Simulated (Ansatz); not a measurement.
# Zn3InGaO6: the cost of one run

Program: Ansatz 0.2.0. Level of theory: DFT r2SCAN, scalar-relativistic, plane waves, PAW. These are calculated values, not measurements.

### Step 1. The structure to begin with

The structure is trigonal, space group R3m (No. 160). Conventional cell: a = 3.337 Å, b = 3.337 Å, c = 42.125 Å, α = 90.00°, β = 90.00°, γ = 120.00°. Zn (site symmetry 3m) is surrounded by 4 O at 1.99 to 2.02 Å. Around Zn (site symmetry 3m) lie 4 O at 1.99 to 2.03 Å. Zn (site symmetry 3m) is surrounded by 4 O at 2.00 to 2.02 Å. In (site symmetry 3m) has 6 O at 2.22 Å in its first shell of neighbours. Ga (site symmetry 3m) has 5 O at 1.93 to 2.00 Å in its first shell of neighbours. Around O (site symmetry 3m) lie 4 Zn at 2.00 to 2.02 Å. Around O (site symmetry 3m) lie 1 Ga at 2.00 Å and 3 Zn at 2.03 Å. Around O (site symmetry 3m) lie 1 Ga at 2.00 Å and 3 Zn at 2.02 Å. Only part of the 11 independent sites is listed.

Structure file:

```xyz
11
Lattice="1.6685 0.9633 14.0415 -1.6685 0.9633 14.0415 0.0000 -1.9266 14.0415" Properties=species:S:1:pos:R:3 pbc="T T T"
Zn    0.0000    0.0000   10.9932
Zn    0.0000    0.0000   31.2191
Zn    0.0000    0.0000   36.4684
In    0.0000    0.0000    0.0377
Ga    0.0000    0.0000    5.7784
O     0.0000    0.0000   38.4684
O     0.0000    0.0000    3.7808
O     0.0000    0.0000    7.7813
O     0.0000    0.0000   33.8794
O     0.0000    0.0000   29.2301
O     0.0000    0.0000   12.9861
```

The structure comes from the Materials Project (structure only).

(A quick probe on a coarse mesh, which set the mesh and smearing, is not shown.)

### Step 3. The relaxation

File input.yaml:

```yaml
crystal:
  lattice:
    - [1.6684887915, 0.9633024529, 14.0415186063]
    - [-1.6684887915, 0.9633024529, 14.0415186063]
    - [0.0, -1.9266049058, 14.0415186063]
  atoms:
    - { symbol: Zn, position: [0.26097, 0.26097, 0.26097] }
    - { symbol: Zn, position: [0.741115, 0.741115, 0.741115] }
    - { symbol: Zn, position: [0.865727, 0.865727, 0.865727] }
    - { symbol: In, position: [0.000896, 0.000896, 0.000896] }
    - { symbol: Ga, position: [0.137173, 0.137173, 0.137173] }
    - { symbol: O, position: [0.913205, 0.913205, 0.913205] }
    - { symbol: O, position: [0.089752, 0.089752, 0.089752] }
    - { symbol: O, position: [0.184721, 0.184721, 0.184721] }
    - { symbol: O, position: [0.804268, 0.804268, 0.804268] }
    - { symbol: O, position: [0.693896, 0.693896, 0.693896] }
    - { symbol: O, position: [0.308279, 0.308279, 0.308279] }
basis:
  ecutwfc: 500
kpoints:
  mp_grid: { grid: [12, 12, 12] }
hamiltonian:
  xc: r2scan
scf:
  occupations: { method: gaussian, width: 0.02 }
output:
  forces: true
  stress: true
  eigenvalues: true
relax:
  adjacent_minimum: "off"
  f_tol: 0.005
  max_steps: 80
  cell: { stress_tol: 0.05 }
```

On the command line:

```console
$ ansatz run input.yaml --threads 2 --pin off --max-ram 5120MiB --backend cpu --events-out ev --progress --plain --runs-dir out
```

**Question.** How long does this run take on 2 threads of Oxide Virtual Turin-like (Zen 5), shared host, and how much memory does it need?

About 15 min, with a peak of 1.9 GiB.
